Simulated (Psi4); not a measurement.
# TiH4O4 (SMILES O[Ti](O)(O)O) at HF/def2-SVP

What is the energy change on altering one bond length of TiH4O4 at HF/def2-SVP? 

The results are computed with Psi4 1.11.

2 further runs of the same task are left out: 2 set aside as unsound or not needed.

### Step 1. The structure to begin with

TiH4O4: 9 atoms, total charge 0, spin state singlet. SMILES: `O[Ti](O)(O)O`. Geometry: relaxed at PBE0-D4/def2-TZVP. This is one conformer, not always the lowest.

Bond lengths: O1–Ti2 1.801 Å, Ti2–O3 1.801 Å, Ti2–O4 1.801 Å, Ti2–O5 1.801 Å, O1–H6 0.958 Å, O3–H7 0.958 Å, O4–H8 0.958 Å, O5–H9 0.958 Å. Angles: O1–Ti2–O3 108.5°, O1–Ti2–O4 109.9°, O1–Ti2–O5 110.0°, O3–Ti2–O4 110.0°, O3–Ti2–O5 109.9°, O4–Ti2–O5 108.5°, Ti2–O1–H6 129.5°, Ti2–O3–H7 129.5°, Ti2–O4–H8 129.5°, Ti2–O5–H9 129.6°.

### Step 2. Energy and gradient at HF/def2-SVP

File h4o4ti.dat:

```
memory 1600 MB

molecule molecule1 {
  0 1
  O
  Ti 1 1.801112
  O 2 1.801132 1 108.51658
  O 2 1.80113 1 109.94322 3 -120.28766
  O 2 1.801072 1 109.95917 3 120.28951
  H 1 0.957898 2 129.53955 5 -107.41344
  H 3 0.9579 2 129.52252 5 12.02865
  H 4 0.957948 2 129.54218 5 -132.29936
  H 5 0.957931 2 129.57975 1 -11.98708
  symmetry c1
}

set reference rhf
set puream true
set e_convergence 1e-09
set d_convergence 1e-08
set scf_type pk

e_tot, wfn = gradient("hf/def2-SVP", return_wfn=True)
oeprop(wfn, "WIBERG_LOWDIN_INDICES", "QUADRUPOLE", "MAYER_INDICES")
```

Started as:

```console
$ psi4 -n 1 h4o4ti.dat h4o4ti.out
```

h4o4ti.out:

```text
[...]
  Running in c1 symmetry.
[...]
  Nuclear repulsion =  327.335103363792427
[...]
  Multiplicity = 1
[...]
  Nalpha       = 29
  Nbeta        = 29
[...]
    Number of basis functions: 107
[...]
   @RHF iter   1: -1149.53076030833290   -1.97361e+00   1.00772e-02 DIIS/ADIIS
[...]
   @RHF iter  13: -1150.02325118350336   -7.27596e-12   8.15416e-09 DIIS
[...]
  @RHF Final Energy: -1150.02325118350336
   => Energetics <=
    Nuclear Repulsion Energy =            327.3351033637924274
    One-Electron Energy =               -2229.7602333422096308
    Two-Electron Energy =                 752.4018787949139551
    Total Energy =                      -1150.0232511835033620
[...]
  -Total Gradient:
     Atom            X                  Y                   Z
    ------   -----------------  -----------------  -----------------
       1        0.010070373934    -0.010212339474    -0.004254824622
       2        0.000012318223     0.000004907831     0.000007920106
       3       -0.010071261941    -0.007287611966    -0.008338928027
       4        0.002554232753     0.014650871212    -0.001908948866
       5       -0.002559937649     0.002828543530     0.014474615416
       6       -0.009459543053     0.008725383904    -0.008444225923
       7        0.009457078510    -0.005226162806     0.010959906279
       8       -0.011997992190    -0.007289703030     0.006444109978
       9        0.011994731413     0.003806110799    -0.008939624339
[...]
 Multipole Moments:
 ------------------------------------------------------------------------------------
     Multipole            Electronic (a.u.)      Nuclear  (a.u.)        Total (a.u.)
 ------------------------------------------------------------------------------------
 L = 1.  Multiply by 2.5417464519 to convert [e a0] to [Debye]
 Dipole X            :          0.0004973           -0.0002321            0.0002653
 Dipole Y            :          0.0001104            0.0006527            0.0007631
 Dipole Z            :         -0.0003188            0.0007683            0.0004495
 Magnitude           :                                                    0.0009245
 L = 2.  Multiply by 1.3450342976 to convert [e a0^2] to [Debye ang]
 Quadrupole XX       :       -184.4985043          160.3178374          -24.1806668
 Quadrupole XY       :          0.0066156           -0.0030570            0.0035585
[...]
```

Run time: 36 s. Hardware: 1 thread of Intel Xeon at 2.50GHz (Skylake/Cascade Lake), shared host; peak memory 0.45 GiB.

### Step 3. The distorted shape: a single-point energy at HF/def2-SVP

File h4o4ti.py:

```python
import psi4

psi4.set_memory(1600000000)
psi4.set_num_threads(1)
psi4.set_output_file('psi4.out', False)

m = psi4.geometry("""
0 1
O     -0.187912     1.902563    -1.909093
Ti     0.000070     0.000090    -0.000050
O      1.651710    -0.715310    -0.066120
O     -1.235630    -1.279200    -0.283830
O     -0.290490     0.726280     1.622320
H     -0.876132     2.048123    -2.559273
H      2.270980    -0.885970     0.644480
H     -1.123140    -2.176250    -0.600550
H     -0.334770     1.648010     1.879390
symmetry c1
""")

psi4.set_options({
    'basis': 'def2-SVP',
    'reference': 'rhf',
    'puream': True,
    'e_convergence': 1e-09,
    'd_convergence': 1e-08,
    'scf_type': 'pk',
})

result, w = psi4.energy('hf', molecule=m, return_wfn=True)
print(f'total energy {result:.8f} hartree = {result * 27.211386:.5f} eV')
for k, v in sorted(psi4.core.scalar_variables().items()):
    print(f'{k:45s} {v:18.10f}')
```

Started as:

```console
$ python h4o4ti.py
```

psi4.out:

```text
[...]
  Running in c1 symmetry.
[...]
  Nuclear repulsion =  300.392787300649843
[...]
  Multiplicity = 1
[...]
  Nalpha       = 29
  Nbeta        = 29
[...]
    Number of basis functions: 107
[...]
   @RHF iter   1: -1149.28319409132951   -2.06248e+00   1.05749e-02 ADIIS/DIIS
[...]
   @RHF iter  16: -1149.88488419472310   -2.06910e-11   9.53691e-09 DIIS
[...]
    Orbital Energies [Eh]
    ---------------------
    Doubly Occupied:
       1A   -183.628308     2A    -21.795505     3A    -20.600191
       4A    -20.595648     5A    -20.594480     6A    -20.432593
       7A    -18.169920     8A    -18.169836     9A    -18.169465
      10A     -3.128162    11A     -2.048218    12A     -2.047363
      13A     -2.034473    14A     -1.329820    15A     -1.320165
      16A     -1.316711    17A     -1.130034    18A     -0.725354
      19A     -0.720978    20A     -0.717790    21A     -0.588924
      22A     -0.576443    23A     -0.562327    24A     -0.554532
      25A     -0.539251    26A     -0.529475    27A     -0.506045
      28A     -0.366256    29A     -0.350498
[...]
  @RHF Final Energy: -1149.88488419472310
   => Energetics <=
    Nuclear Repulsion Energy =            300.3927873006498430
    One-Electron Energy =               -2174.0578080149684865
    Two-Electron Energy =                 723.7801365195955441
    Total Energy =                      -1149.8848841947230994
[...]
 Multipole Moments:
 ------------------------------------------------------------------------------------
     Multipole            Electronic (a.u.)      Nuclear  (a.u.)        Total (a.u.)
 ------------------------------------------------------------------------------------
 L = 1.  Multiply by 2.5417464519 to convert [e a0] to [Debye]
 Dipole X            :          0.3450277           -0.0593253            0.2857025
 Dipole Y            :         -1.9570970            0.5933731           -1.3637239
 Dipole Z            :          2.0591564           -0.5954334            1.4637230
 Magnitude           :                                                    2.0208547
[...]
```

Standard output:

```text
total energy -1149.88488419 hartree = -31289.96144 eV
CURRENT ENERGY                                  -1149.8848841947
CURRENT REFERENCE ENERGY                        -1149.8848841947
DD SOLVATION ENERGY                                 0.0000000000
HF KINETIC ENERGY                                1146.7350595086
HF POTENTIAL ENERGY                             -2296.6199437034
HF TOTAL ENERGY                                 -1149.8848841947
HF VIRIAL RATIO                                     2.0027467763
NUCLEAR REPULSION ENERGY                          300.3927873006
ONE-ELECTRON ENERGY                             -2174.0578080150
PCM POLARIZATION ENERGY                             0.0000000000
PE ENERGY                                           0.0000000000
SCF ITERATION ENERGY                            -1149.8848841947
SCF ITERATIONS                                     16.0000000000
SCF TOTAL ENERGY                                -1149.8848841947
TWO-ELECTRON ENERGY                               723.7801365196
```

It took 13 s on 1 thread of Intel Xeon at 2.50GHz (Skylake/Cascade Lake), shared host; peak memory 0.45 GiB.

### Step 4. What came out

Level: HF/def2-SVP.

| quantity | value |
| --- | --- |
| first shape: total energy | -1150.02325 Eh |
| first shape: dipole moment | 0.00 D |
| first shape: HOMO energy | -13.20 eV |
| first shape: LUMO energy | 1.65 eV |
| first shape: HOMO–LUMO gap | 14.85 eV |
| first shape: largest force on an atom | 0.794 eV/Å |
| distorted shape: total energy | -1149.88488 Eh |
| distorted shape: dipole moment | 5.14 D |
| distorted shape: HOMO energy | -9.54 eV |
| distorted shape: LUMO energy | 0.67 eV |
| distorted shape: HOMO–LUMO gap | 10.21 eV |
| energy change with the O1–Ti2 bond stretched from 1.801 to 2.702 Å | 3.765 eV |

In words: With the O1–Ti2 bond stretched from 1.801 to 2.702 Å the energy rises by 3.77 eV (363 kJ/mol). The first shape isn't relaxed at this level, so the change isn't measured from a minimum. A restricted reference can't describe the breaking bond well at this length. The largest force (first shape) is 0.79 eV/Å: the shape isn't a stationary point for this species at this level.
